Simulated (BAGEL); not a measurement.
**C2H5BO (SMILES BOC=C) at HF/3-21G (density fitting with qzvpp-jkfit)**

Aim: the energy change on altering one bond length of C2H5BO at HF/3-21G (density fitting with qzvpp-jkfit), from 2 runs. 

The calculation is run with BAGEL 1.2.2.

3 further runs of the same task are left out: 3 set aside as unsound or not needed.

## (1) Starting point

C2H5BO: 9 atoms, total charge 0, spin state singlet. As SMILES, `BOC=C`. The shape is that of a PBE0-D4/def2-TZVP optimisation. This is one conformer, not always the lowest.

Bond lengths: B1–O2 1.350 Å, O2–C3 1.366 Å, C3–C4 1.321 Å, B1–H5 1.193 Å, B1–H6 1.201 Å, C3–H7 1.087 Å, C4–H8 1.081 Å, C4–H9 1.083 Å. Angles: B1–O2–C3 122.1°, O2–C3–C4 121.5°, O2–B1–H5 116.7°, O2–B1–H6 119.8°, O2–C3–H7 114.8°, C4–C3–H7 123.7°, C3–C4–H8 119.7°, C3–C4–H9 121.3°, H5–B1–H6 123.6°, H8–C4–H9 119.0°.

## (2) The energy at HF/3-21G (density fitting with qzvpp-jkfit)

File calc.json:

```json
{ "bagel" : [

{
  "title" : "molecule",
  "basis" : "3-21g",
  "df_basis" : "qzvpp-jkfit",
  "angstrom" : true,
  "geometry" : [
    { "atom" : "B", "xyz" : [      -0.224500,       1.789200,      -0.267000 ] },
    { "atom" : "O", "xyz" : [       0.096200,       0.521900,      -0.603800 ] },
    { "atom" : "C", "xyz" : [       0.011700,      -0.509900,       0.286900 ] },
    { "atom" : "C", "xyz" : [       0.329600,      -1.745100,      -0.055400 ] },
    { "atom" : "H", "xyz" : [      -0.114900,       2.614700,      -1.121900 ] },
    { "atom" : "H", "xyz" : [      -0.597500,       2.033600,       0.847700 ] },
    { "atom" : "H", "xyz" : [      -0.332700,      -0.228700,       1.279200 ] },
    { "atom" : "H", "xyz" : [       0.251800,      -2.540000,       0.672900 ] },
    { "atom" : "H", "xyz" : [       0.668900,      -1.981800,      -1.055800 ] }
  ]
},

{
  "title" : "hf",
  "charge" : 0
},

{
  "title" : "print",
  "file" : "orbitals.molden",
  "orbitals" : true
}

]}
```

On the command line:

```sh
$ BAGEL_NUM_THREADS=1 BAGEL calc.json > calc.out
```

Standard output:

```text
* using 1 threads per process

  ===============================================================
  ===============================================================

  *** Geometry ***

  { "atom" : "B", "xyz" : [     -0.424244,      3.381098,     -0.504557 ] },
  { "atom" : "O", "xyz" : [      0.181792,      0.986248,     -1.141017 ] },
  { "atom" : "C", "xyz" : [      0.022110,     -0.963571,      0.542162 ] },
  { "atom" : "C", "xyz" : [      0.622854,     -3.297761,     -0.104691 ] },
  { "atom" : "H", "xyz" : [     -0.217130,      4.941067,     -2.120084 ] },
  { "atom" : "H", "xyz" : [     -1.129111,      3.842947,      1.601921 ] },
  { "atom" : "H", "xyz" : [     -0.628712,     -0.432180,      2.417338 ] },
  { "atom" : "H", "xyz" : [      0.475833,     -4.799904,      1.271597 ] },
  { "atom" : "H", "xyz" : [      1.264038,     -3.745059,     -1.995173 ] },

  Number of auxiliary basis functions:      392

  Since a DF basis is specified, we compute 2- and 3-index integrals:
    o Being stored without compression. Storage requirement is 0.007 GB

  Number of basis functions:       46
  Number of electrons      :       30

    * METHOD: MOLECULE                             0.11

  *** RHF ***

  === Nuclear Repulsion ===
   104.8523411663

      * DIIS with orbital gradients will be used.

  === RHF iteration (3-21g) ===
      0       -177.11368985          0.02276635           0.01
      1       -177.18664915          0.01208849           0.02
      2       -177.20510715          0.00231086           0.02
      3       -177.20619116          0.00051662           0.02
      4       -177.20625519          0.00016502           0.02
      5       -177.20626378          0.00004804           0.02
      6       -177.20626478          0.00002485           0.02
      7       -177.20626504          0.00000516           0.02
      8       -177.20626506          0.00000124           0.02
      9       -177.20626506          0.00000065           0.02
     10       -177.20626506          0.00000016           0.02
     11       -177.20626506          0.00000006           0.02
     12       -177.20626506          0.00000001           0.02
     13       -177.20626506          0.00000000           0.02
    * SCF iteration converged.

    * Permanent dipole moment:
           (    0.108547,     0.260195,    -0.518732) a.u.

    * METHOD: HF                                   0.29

    * METHOD: PRINT                                0.01

  ===============================================================
```

It took 0.52 s on 1 thread of Arm Neoverse V1, shared host.

## (3) The distorted shape, same level

File input.json:

```json
{ "bagel" : [

{
  "title" : "molecule",
  "basis" : "3-21g",
  "df_basis" : "qzvpp-jkfit",
  "angstrom" : "true",
  "geometry" : [
    { "atom" : "B", "xyz" : [      -0.319879,       2.159795,      -0.164300 ] },
    { "atom" : "O", "xyz" : [       0.000821,       0.892495,      -0.501100 ] },
    { "atom" : "C", "xyz" : [      -0.083679,      -0.139305,       0.389600 ] },
    { "atom" : "C", "xyz" : [       0.329600,      -1.745100,      -0.055400 ] },
    { "atom" : "H", "xyz" : [      -0.210279,       2.985295,      -1.019200 ] },
    { "atom" : "H", "xyz" : [      -0.692879,       2.404195,       0.950400 ] },
    { "atom" : "H", "xyz" : [      -0.428079,       0.141895,       1.381900 ] },
    { "atom" : "H", "xyz" : [       0.251800,      -2.540000,       0.672900 ] },
    { "atom" : "H", "xyz" : [       0.668900,      -1.981800,      -1.055800 ] }
  ]
},

{
  "title" : "hf"
},

{
  "title" : "print",
  "file" : "orbitals.molden",
  "orbitals" : "true"
}

]}
```

On the command line:

```sh
$ BAGEL_NUM_THREADS=1 BAGEL input.json > input.out
```

Standard output:

```text
* using 1 threads per process

  ===============================================================
  ===============================================================

  *** Geometry ***

  { "atom" : "B", "xyz" : [     -0.604484,      4.081421,     -0.310482 ] },
  { "atom" : "O", "xyz" : [      0.001551,      1.686571,     -0.946942 ] },
  { "atom" : "C", "xyz" : [     -0.158130,     -0.263248,      0.736237 ] },
  { "atom" : "C", "xyz" : [      0.622854,     -3.297761,     -0.104691 ] },
  { "atom" : "H", "xyz" : [     -0.397370,      5.641390,     -1.926009 ] },
  { "atom" : "H", "xyz" : [     -1.309352,      4.543270,      1.795996 ] },
  { "atom" : "H", "xyz" : [     -0.808952,      0.268143,      2.611413 ] },
  { "atom" : "H", "xyz" : [      0.475833,     -4.799904,      1.271597 ] },
  { "atom" : "H", "xyz" : [      1.264038,     -3.745059,     -1.995173 ] },

  Number of auxiliary basis functions:      392

  Since a DF basis is specified, we compute 2- and 3-index integrals:
    o Being stored without compression. Storage requirement is 0.007 GB

  Number of basis functions:       46
  Number of electrons      :       30

    * METHOD: MOLECULE                             0.11

  *** RHF ***

  === Nuclear Repulsion ===
    98.3959583095

      * DIIS with orbital gradients will be used.

  === RHF iteration (3-21g) ===
      0       -176.98729153          0.02434713           0.02
      1       -177.05696612          0.01631794           0.02
      2       -177.09264309          0.00268916           0.02
      3       -177.09417371          0.00150361           0.02
      4       -177.09451580          0.00021083           0.02
      5       -177.09454205          0.00013841           0.02
      6       -177.09455053          0.00007985           0.02
      7       -177.09455551          0.00002890           0.02
      8       -177.09455615          0.00000510           0.02
      9       -177.09455615          0.00000328           0.02
     10       -177.09455615          0.00000077           0.02
     11       -177.09455616          0.00000028           0.02
     12       -177.09455616          0.00000007           0.02
     13       -177.09455616          0.00000005           0.02
     14       -177.09455616          0.00000001           0.02
     15       -177.09455616          0.00000000           0.02
    * SCF iteration converged.

    * Permanent dipole moment:
           (    0.149507,     0.056184,    -0.536550) a.u.

    * METHOD: HF                                   0.33

    * METHOD: PRINT                                0.01

  ===============================================================
```

It took 0.56 s on 1 thread of Arm Neoverse V1, shared host.

## (4) Summary of results

At HF/3-21G (density fitting with qzvpp-jkfit):

| quantity | value |
| --- | --- |
| first shape: total energy | -177.20627 Eh |
| first shape: dipole moment | 1.50 D |
| first shape: HOMO energy | -9.90 eV |
| first shape: LUMO energy | 3.42 eV |
| first shape: HOMO–LUMO gap | 13.32 eV |
| distorted shape: total energy | -177.09456 Eh |
| distorted shape: dipole moment | 1.42 D |
| distorted shape: HOMO energy | -8.07 eV |
| distorted shape: LUMO energy | 2.36 eV |
| distorted shape: HOMO–LUMO gap | 10.43 eV |
| energy change with the C3–C4 bond stretched from 1.321 to 1.717 Å | 3.040 eV |

**Reading.** With the C3–C4 bond stretched from 1.321 to 1.717 Å the energy rises by 3.04 eV (70 kcal/mol). The first shape isn't relaxed at this level, so the change isn't measured from a minimum.
